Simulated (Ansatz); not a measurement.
A first try at a ladder of methods at one geometry of CH7BOSi2, SMILES CO[SiH]1B[SiH2]1, using the Ansatz DFT code, driven from Python.

`ch7bosi2.py`
```python
'''CH7BOSi2 at several levels of theory.'''

from pathlib import Path
import warnings

import ansatz as az
import numpy as np

GEOMETRY = '''
C    -1.61890   -0.02150    1.36360
O    -0.57590    0.82000    0.98150
Si    0.61720   -0.20260    0.30270
B     2.00320    0.85900   -0.83380
Si    0.59400   -0.37240   -1.75280
H    -1.38800   -0.69630    2.13870
H    -2.42510    0.68280    1.78370
H    -2.07460   -0.47280    0.46300
H     1.29280   -1.18450    1.23030
H     2.81280    1.63100   -0.89050
H    -0.44260    0.41610   -2.42280
H     1.28220   -1.51400   -2.32940
'''

warnings.simplefilter('ignore', az.DeckWarning)

system = az.Crystal.molecule()
for line in GEOMETRY.strip().splitlines():
    symbol, *xyz = line.split()
    system = system.atom(symbol, [float(v) for v in xyz])

calc = system.basis(gaussian='def2-SVP')

print('functional    E (Ha)        dipole (D)   HOMO (eV)  LUMO (eV)')
for name in ['r2scan0', 'hse06', 'r2scan', 'lc_wpbe']:
    summary = calc.functional(name).forces().orbitals().run(threads=1, pin='off', runs_dir='runs').report
    lines = Path(summary['orbitals_path']).read_text().splitlines()
    field_of = lambda key: [line.split('=')[1].strip() for line in lines if line.startswith(key)]
    orbitals = [(27.211386 * float(e), s, float(n)) for e, s, n in zip(field_of('Ene='), field_of('Spin='), field_of('Occup='))]
    homo = max(e for e, _, n in orbitals if n > 0.5)
    lumo = min(e for e, _, n in orbitals if n < 0.5)
    dipole = 4.803205 * np.linalg.norm(summary['charge_distribution']['dipole_moment_e_ang'])
    print(f'{name:10s} {summary["free_energy_ev"] / 27.211386246:14.6f} {dipole:9.3f} {homo:11.3f} {lumo:10.3f}')
```

Output of `python ch7bosi2.py`:
```text
Traceback (most recent call last):
  File "ch7bosi2.py", line 31, in <module>
    calc = system.basis(gaussian='def2-SVP')
           ^^^^^^^^^^^^
AttributeError: 'Crystal' object has no attribute 'basis'
```

What is wrong, and how is it mended?

The fault: settings are called on the crystal, without .calculation(). The change:

```diff
--- before
+++ after
@@ -30,3 +30,3 @@
 
-calc = system.basis(gaussian='def2-SVP')
+calc = system.calculation().basis(gaussian='def2-SVP')
```

After the fix:

Output of `python ch7bosi2.py`:
```text
functional    E (Ha)        dipole (D)   HOMO (eV)  LUMO (eV)
r2scan0       -720.802947     1.894      -6.067     -2.659
hse06         -720.529714     1.842      -5.543     -3.165
r2scan        -720.825667     1.790      -5.116     -3.501
lc_wpbe       -720.682550     1.977      -8.460     -0.391
```

Reading the output:
- Total energies depend on the basis set; only differences at equal settings carry meaning.
- The geometry is a force-field or estimated start, not a minimum of this method, and the basis set is short of its limit. A lower total doesn't mark the better method: functionals have no common bound, and MP2 and coupled cluster aren't variational.
- Levels such as HOMO and LUMO are orbital energies: with these approximate functionals they aren't the ionisation energy and electron affinity, and their gap isn't the fundamental gap.
- hse06 follows the composition of plane-wave codes, whose totals differ by tens of mHa, up to about 0.1 Ha, from the form usual in Gaussian-basis programs (wpbeh).
- Finished in 29 s on 1 thread of Arm Neoverse V2 (shared host), peak memory 0.32 GiB.
